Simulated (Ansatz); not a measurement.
# MnPt2 in Ansatz: the effect of functional

Crystal: MnPt2.

```
CELL_PARAMETERS angstrom
2.81977 0.00000 0.00000
-1.40989 2.44199 0.00000
0.00000 0.00000 6.44422
ATOMIC_POSITIONS crystal
Pt 0.66667 0.33333 0.31621
Pt 0.33333 0.66667 0.68379
Mn 0.00000 0.00000 0.00000
```

The cell comes from a database or a generator and needn't be the stable form of this composition.

The cell isn't the ideal one: volume scaled by 0.96.

Alike in all runs:

```yaml
Program: Ansatz 0.2.0
Task: single point
Potentials_or_basis: Ansatz PAW
k_mesh: 11 × 11 × 4
Occupations: fermi-dirac, width 0.05 eV
Spin: collinear spin, ferromagnetic start
Starting_moments: "[0.0, 0.0, 4.0] μB"
```

| functional | cutoff | pressure (GPa) | moment (μB) | largest force (eV/Å) |
| --- | --- | --- | --- | --- |
| LDA | 420 eV (not typed: the program's choice for these potentials) | ? | ? | ? |
| PBEsol | 420 eV (not typed: the program's choice for these potentials) | -2.3 | 4.29 | 0.10 |
| r2SCAN | 500 eV (not typed: the program's choice for these potentials) | 6.4 | 4.79 | 0.14 |

Problem. What does the run with functional LDA give?

Solution. Pressure -9.6 GPa; moment 4.03 μB; largest force 0.01 eV/Å.

Caveats: the PAW data sets come from PBE, with cores solved anew for the run's functional, which leaves a small shift of forces and pressure; the magnetic or orbital state may not be the lowest (some runs).

Runs at the PBE level aren't shown here.
